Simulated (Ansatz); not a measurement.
# C3H7BO: small, medium and large basis sets

An exercise on one series of results from a longer session: the logs are not shown, and one member is left open.

The runs use Ansatz 0.2.0, Gaussian basis; one geometry, several basis sets.

Plan: PBE0-D4/def2-SVP; ωB97M-V/def2-SVP; PBE0-D4/def2-QZVPP; ωB97M-V/def2-QZVPP; the functionals' def2-TZVPP values are taken from earlier runs.

### The relaxed structure

An earlier PBE0-D4 in a triple-zeta def2 set relaxation fixed the geometry.

SMILES `CB(C)C=O`, 12 atoms, charge 0, spin multiplicity 1.

Atoms are counted from 1 here; the program's logs count them from 0.

Bond lengths: C1–B2 1.559 Å, C1–H6 1.100 Å, C1–H7 1.092 Å, C1–H8 1.094 Å, B2–C3 1.559 Å, B2–C4 1.584 Å, C3–H9 1.092 Å, C3–H10 1.093 Å, C3–H11 1.101 Å, C4–O5 1.213 Å, C4–H12 1.121 Å. Angles: B2–C1–H6 107.3°, B2–C1–H7 114.2°, B2–C1–H8 112.5°, H6–C1–H7 107.1°, H6–C1–H8 105.5°, H7–C1–H8 109.8°, C1–B2–C3 124.2°, C1–B2–C4 118.2°, C3–B2–C4 117.5°, B2–C3–H9 114.1°, B2–C3–H10 114.5°, B2–C3–H11 105.1°, H9–C3–H10 109.9°, H9–C3–H11 106.9°, H10–C3–H11 105.5°, B2–C4–O5 120.4°, B2–C4–H12 120.8°, O5–C4–H12 118.8°.

Geometry (Å):

```xyz
12
C3H7BO
C    -1.36268   -0.25951    0.62874
B     0.01454    0.07460   -0.02043
C     1.32134   -0.73669    0.23184
C     0.08682    1.27916   -1.04634
O    -0.16627    1.10209   -2.21915
H    -1.53949    0.48357    1.42071
H    -1.40923   -1.24474    1.09655
H    -2.19425   -0.14288   -0.07173
H     1.29566   -1.35663    1.13011
H     2.23592   -0.13839    0.21930
H     1.40447   -1.42015   -0.62744
H     0.39007    2.30447   -0.70824
```

The first run:

Contents of in.yaml:

```yaml
crystal:
  periodic: [false, false, false]
  atoms:
    - {symbol: C, position_ang: [-1.362682, -0.259513, 0.628739]}
    - {symbol: B, position_ang: [0.014541, 0.074601, -0.020433]}
    - {symbol: C, position_ang: [1.321343, -0.736686, 0.231835]}
    - {symbol: C, position_ang: [0.086818, 1.279158, -1.046338]}
    - {symbol: O, position_ang: [-0.166274, 1.102094, -2.219151]}
    - {symbol: H, position_ang: [-1.539486, 0.483572, 1.420705]}
    - {symbol: H, position_ang: [-1.409230, -1.244741, 1.096553]}
    - {symbol: H, position_ang: [-2.194245, -0.142881, -0.071727]}
    - {symbol: H, position_ang: [1.295657, -1.356627, 1.130106]}
    - {symbol: H, position_ang: [2.235924, -0.138395, 0.219296]}
    - {symbol: H, position_ang: [1.404466, -1.420147, -0.627444]}
    - {symbol: H, position_ang: [0.390071, 2.304466, -0.708241]}
basis:
  gaussian: {orbitals: def2-SVP}
hamiltonian: {xc: pbe0, dispersion: d4}
output: {orbitals: {seedname: orbitals}}
```

The run is started by

```
ansatz run in.yaml --threads 4 --pin off --events-out ev --progress --plain --max-ram 10444MiB
```

Among the steps run: PBE0-D4 in def2-SVP; ωB97M-V in def2-SVP; PBE0-D4 in def2-QZVPP; ωB97M-V in def2-QZVPP.

One table of the session follows, with a row left open; its other results are not shown here.

It belongs to the step «Density functionals: the series». 

```
functional       basis  HOMO (eV)
   PBE0-D4    def2-SVP      -6.59
   PBE0-D4  def2-TZVPP      -6.76
   PBE0-D4  def2-QZVPP      -6.79
   ωB97M-V    def2-SVP      -8.97
   ωB97M-V  def2-TZVPP          ?
   ωB97M-V  def2-QZVPP      -9.18
```

Q: Estimate the row for ωB97M-V, def2-TZVPP from the others.

As computed: HOMO (eV): -9.15. In the column «HOMO (eV)» it lies between ωB97M-V, def2-QZVPP (-9.18) and ωB97M-V, def2-SVP (-8.97).
